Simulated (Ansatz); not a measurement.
# FH4NO2Zr: the cost of one run

Method: RHF/def2-SVP, in Ansatz 0.2.0.

### Step 1. The structure to begin with

Bond lengths: Zr1–O2 2.070 Å, O2–H3 1.010 Å, Zr1–N4 2.210 Å, N4–H5 1.060 Å, N4–H6 1.060 Å, Zr1–O7 2.069 Å, O7–H8 1.010 Å, Zr1–F9 1.979 Å. Angles: Zr1–O2–H3 109.5°, O2–Zr1–N4 109.4°, O2–Zr1–O7 109.5°, O2–Zr1–F9 109.5°, N4–Zr1–O7 109.5°, N4–Zr1–F9 109.5°, O7–Zr1–F9 109.5°, Zr1–N4–H5 120.0°, Zr1–N4–H6 120.0°, H5–N4–H6 120.0°, Zr1–O7–H8 109.5°.

Coordinates:

```xyz
9

Zr    0.0000    0.0000    0.0000
O     0.0000    0.0000    2.0700
H    -0.9095   -0.2814    2.4071
N     2.0840    0.0000   -0.7359
H     2.5823   -0.9180   -0.9166
H     2.5853    0.9180   -0.9082
O    -0.9750    1.6891   -0.6893
H    -1.9328    1.4584   -0.9117
F    -0.9326   -1.6157   -0.6593
```

### Step 2. Relaxing the start

input.yaml

```yaml
crystal:
  periodic: [false, false, false]
  atoms:
    - { symbol: Zr, position_ang: [0.0, 0.0, 0.0] }
    - { symbol: O, position_ang: [0.0, 0.0, 2.07] }
    - { symbol: H, position_ang: [-0.9095, -0.2814, 2.4071] }
    - { symbol: "N", position_ang: [2.084, 0.0, -0.7359] }
    - { symbol: H, position_ang: [2.5823, -0.918, -0.9166] }
    - { symbol: H, position_ang: [2.5853, 0.918, -0.9082] }
    - { symbol: O, position_ang: [-0.975, 1.6891, -0.6893] }
    - { symbol: H, position_ang: [-1.9328, 1.4584, -0.9117] }
    - { symbol: F, position_ang: [-0.9326, -1.6157, -0.6593] }
basis:
  gaussian: { orbitals: def2-SVP }
hamiltonian:
  xc: hf
relax:
  f_tol: 0.02
  max_steps: 40
output:
  orbitals: {}
```

Started as:

```console
$ ansatz run input.yaml --threads 2 --pin off --max-ram 3072MiB --backend cpu --events-out ev --progress --plain --runs-dir out
```

Q: Estimate wall time and peak memory on 2 threads of Arm Neoverse V1, shared host.

About 24 s, with a peak of 0.21 GiB.
